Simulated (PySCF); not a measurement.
# [Sm(SH)3]−: other functionals and bases at one geometry

The task here is to estimate one member of a computed series from the others.

Method: several levels, as the steps say, no spin–orbit coupling; program: PySCF 2.14.0.

1 further run of the same task is left out (for a known fault of the program).

**The system as given**

7 atoms, charge -1, spin multiplicity 1.

Bond lengths: Sm1–S2 2.864 Å, Sm1–S4 2.864 Å, Sm1–S6 2.864 Å, S2–H3 1.353 Å, S4–H5 1.353 Å, S6–H7 1.353 Å. Angles: S2–Sm1–S4 120.0°, S2–Sm1–S6 120.0°, S4–Sm1–S6 120.0°, Sm1–S2–H3 93.0°, Sm1–S4–H5 93.0°, Sm1–S6–H7 93.0°.

Geometry (Å):

```xyz
7
charge -1, multiplicity 1
Sm    0.0000    0.0000    0.6227
S     2.8170   -0.5162    0.6243
H     3.1297    0.8004    0.6040
S    -0.9614    2.6977    0.6243
H    -2.2580    2.3102    0.6040
S    -1.8556   -2.1815    0.6243
H    -0.8717   -3.1106    0.6040
```

Formal oxidation states: Sm +2. Each metal's 6 4f electrons lie in its core potential, so multiplicities, spins and levels count the valence alone. An earlier session relaxed this geometry at PBE0, Sm lcecp-0-SVP with ECP52, S def2-SVP, H def2-SVP (singlet, point group C3h).

At PBE0 on the finer grid: E = -1224.647870 Eh, frontier levels not given, since the 4f levels lie in the core, Mulliken charge on Sm1 +0.42 e, largest force component 0.023 eV/Å. 

Levels to run: TPSSh; r2SCAN; PBE0, TZVP. Hardware: 2 threads of Arm Neoverse V1, shared host.

The first run:

Input file run.py (the lines that set the calculation):

```python
mol = gto.M(atom='''
Sm     0.00000     0.00000     0.62273
S      2.81701    -0.51623     0.62428
H      3.12970     0.80038     0.60401
S     -0.96144     2.69772     0.62428
H     -2.25800     2.31021     0.60401
S     -1.85558    -2.18149     0.62428
H     -0.87170    -3.11059     0.60401''',
    basis={'Sm': 'lcecp-0-SVP', 'S': 'def2-SVP', 'H': 'def2-SVP'},
    ecp={'Sm': 'lcecp-0-SVP'},
    charge=-1, spin=0)
mf = dft.RKS(mol, xc='TPSSH')
mf.grids.atom_grid = (75, 302)  # f atoms: unpruned, at least (60, 302)
mf = mf.density_fit()  # fitting sets: Sm AutoAux, S def2-universal-JKFIT, H def2-universal-JKFIT
mf.conv_tol = 1e-08; mf.max_cycle = 55
mf.kernel(dm0)  # dm0: the density of the relaxed state
```

On the command line:

```sh
$ OMP_NUM_THREADS=2 python run.py
```

Steps of the session up to this table: TPSSh; r2SCAN; PBE0, TZVP.

One table of the session follows, with a row left open; its other results are not shown here.

```
              level  charge on Sm1 (e)  largest force component (eV/Å)
PBE0 (relaxed here)               0.42                            0.02
              TPSSh                  ?                               ?
             r2SCAN               0.41                            0.07
         PBE0, TZVP               0.97                            0.21
```

Q: Estimate the row for TPSSh from the others.

**Answer.** charge on Sm1 (e): 0.43; largest force component (eV/Å): 0.10. In the column «charge on Sm1 (e)» it lies between PBE0 (relaxed here) (0.42) and PBE0, TZVP (0.97).

The largest leftover force, 0.21 eV/Å with PBE0, TZVP, stands at a geometry relaxed at another level. With 4f in the core, its levels are missing from HOMO and gap, and its count is fixed, so no charge can pass from the ligands into it. Total energies of different levels can't be compared.
